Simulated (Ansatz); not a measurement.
NbRu3C under changes of volume

One of the cells (13.436 Å³/atom); the others are scaled copies at fixed shape and fractional positions:

```
CELL_PARAMETERS angstrom
4.06514 0.00000 0.00000
0.00000 4.06514 0.00000
0.00000 0.00000 4.06514
ATOMIC_POSITIONS crystal
Ru 0.50000 0.50000 0.00000
Ru 0.50000 0.00000 0.50000
Ru 0.00000 0.50000 0.50000
Nb 0.00000 0.00000 0.00000
C 0.50000 0.50000 0.50000
```

The cell comes from a database or a generator and needn't be the stable form of this composition.

* Program: Ansatz 0.2.0
* Functional: PBEsol
* Potentials or basis: Ansatz PAW
* Cutoff: 420 eV (not typed: the program's choice for these potentials)
* k mesh: 7 × 7 × 7
* Occupations: fermi-dirac, width 0.05 eV
* Spin: no spin polarisation

```tsv
volume (Å³/atom)	energy over the lowest point (meV/atom)	pressure (GPa)
12.629	?	?
12.898	0.00	-0.4
13.167	5.92	-6.4
13.436	21.42	-11.8
13.704	45.47	-16.6
13.973	77.10	-20.9
14.242	115.44	-24.7
```

What does the run at 12.629 Å³/atom give?

Energy over the lowest point 4.80 meV/atom; pressure 6.4 GPa.

Worked out: A Birch-Murnaghan fit of order 3 (a polynomial in V^(-2/3)) to the other rows has its minimum at 12.88 Å³/atom, just outside them, with B0 = V·E''(V) = 313 GPa and B' = 4.8. It gives 5.03 meV/atom at 12.629 Å³/atom, against the run's 4.80, and -dE/dV = 6.5 GPa, against 6.4.

Energies are extrapolated to zero smearing.

Caveats: the PAW data sets come from PBE, with cores solved anew for the run's functional, which leaves a small shift of forces and pressure.
